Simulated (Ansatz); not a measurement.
# ZrS (triplet): the correlation ladder, def2-SVP

The task here is to estimate one member of a computed series from the others.

Program: Ansatz 0.2.0, Gaussian basis. Level of theory: def2-SVP, core rule «outside noble gas», up to 9 orbitals frozen. These are calculated values, not measurements.

Plan: UHF; CCSD(T) on ROHF; CCSD(T) on UHF; CISD as a restricted active space (open shells left free, so some higher excitations enter); CCSDT(Q) on ROHF; CCSDT(Q) on UHF.

8 further runs of the same task are left out: 4 for a known fault of the program, 4 set aside as unsound or not needed. Runs told in other sessions of the task aren't counted.

## The geometry

The geometry is a PBE0/def2-TZVP stationary point (not a proven minimum) of the parent state, kept for this charge and spin. No spin-orbit coupling is included. Elements past krypton take def2 core potentials.

2 atoms, charge 0, spin multiplicity 3.

Atoms are counted from 1 here; the program's logs count them from 0.

Bond lengths: Zr1–S2 2.143 Å.

As a file:

| atom | x (Å) | y (Å) | z (Å) |
| --- | --- | --- | --- |
| Zr1 | 0.0000 | 0.0000 | 0.0000 |
| S2 | 0.0000 | 0.0000 | 2.1434 |

The first run:

in.yaml reads:

```yaml
crystal:
  periodic: [false, false, false]
  atoms:
    - {symbol: Zr, position_ang: [0.000000, 0.000000, 0.000000]}
    - {symbol: S, position_ang: [0.000000, 0.000000, 2.143378]}
basis:
  gaussian: {orbitals: def2-SVP}
magnetization: {spin_polarized: true, initial_magnetization: 2}
hamiltonian: {xc: hf}
output: {orbitals: {seedname: orbitals}}
```

Launch:

```console
$ ansatz run in.yaml --threads 1 --pin off --events-out ev --progress --plain --max-ram 4096MiB --backend cpu
```

Steps of the session up to this table: UHF; CCSD(T) on ROHF; CCSD(T) on UHF; CISD as a restricted active space (open shells left free, so some higher excitations enter); CCSDT(Q) on ROHF; CCSDT(Q) on UHF.

One table of the session follows, with a row left open; its other results are not shown here.

It belongs to the step «Misses and costs». 

| method | from RCCSDT(Q) (meV) |
| --- | --- |
| ROHF | +5873.3 |
| UHF | +5749.5 |
| RMP2 | +648.8 |
| UMP2 | +596.5 |
| RCCSD | +383.2 |
| UCCSD | ? |
| RCCSD(T) | +11.4 |
| UCCSD(T) | -38.4 |
| RCCSDT | -9.6 |
| UCCSDT | -63.8 |
| RCCSDT(Q) | 0 |
| UCCSDT(Q) | -84.7 |

Estimate the missing values for UCCSD.

As computed: from RCCSDT(Q) (meV): +325.5. In the column «from RCCSDT(Q) (meV)» it lies between RCCSD(T) (+11.4) and RCCSD (+383.2).

Not comparable, so not listed: CISD as a restricted active space (open shells left free, so some higher excitations enter) (they don't share determinant, frozen orbitals or solution with the rows shown, or repeat one).

Limits of these values: Restricted and unrestricted rows rest on different reference determinants; a gap between their highest levels can come from leftover correlation error, from unlike frozen cores or from another state.
